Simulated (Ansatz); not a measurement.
# BClH4SeSi: the cost of one run

Method: RKS B3LYP-D4/def2-mTZVP, in Ansatz 0.2.0.

### 1 The system as given

Bond lengths: Si1–B2 1.882 Å, B2–Cl3 1.827 Å, B2–Se4 1.972 Å, Si1–H5 1.516 Å, Si1–H6 1.515 Å, Si1–H7 1.484 Å, Se4–H8 1.561 Å. Angles: Si1–B2–Cl3 119.0°, Si1–B2–Se4 121.7°, Cl3–B2–Se4 119.3°, B2–Si1–H5 110.6°, B2–Si1–H6 111.2°, B2–Si1–H7 112.4°, H5–Si1–H6 106.1°, H5–Si1–H7 108.6°, H6–Si1–H7 107.7°, B2–Se4–H8 89.0°.

Structure file:

```xyz
8

Si   -0.0208    1.0937   -0.3186
B     0.5184   -0.6561    0.1153
Cl    1.7995   -1.4665   -0.9047
Se   -0.2329   -1.6172    1.6641
H    -0.6030    1.1402   -1.7173
H    -1.1184    1.5738    0.6095
H     1.0967    2.0661   -0.2382
H    -1.3473   -2.1911    0.7341
```

### 2 Relaxing end A

input.yaml

```yaml
crystal:
  periodic: [false, false, false]
  atoms:
    - { symbol: Si, position_ang: [-0.0208, 1.0937, -0.3186] }
    - { symbol: B, position_ang: [0.5184, -0.6561, 0.1153] }
    - { symbol: Cl, position_ang: [1.7995, -1.4665, -0.9047] }
    - { symbol: Se, position_ang: [-0.2329, -1.6172, 1.6641] }
    - { symbol: H, position_ang: [-0.603, 1.1402, -1.7173] }
    - { symbol: H, position_ang: [-1.1184, 1.5738, 0.6095] }
    - { symbol: H, position_ang: [1.0967, 2.0661, -0.2382] }
    - { symbol: H, position_ang: [-1.3473, -2.1911, 0.7341] }
basis:
  gaussian: { orbitals: def2-mTZVP }
hamiltonian:
  xc: b3lyp
  dispersion: d4
relax:
  f_tol: 0.02
  max_steps: 50
output:
  orbitals: {}
```

Run with:

```
> ansatz run input.yaml --threads 2 --pin off --max-ram 3072MiB --backend cpu --events-out ev --progress --plain --runs-dir out
```

Q: Estimate wall time and peak memory on 2 threads of Intel Xeon 6975P-C (Granite Rapids), shared host.

About 33 s, with a peak of 0.28 GiB.
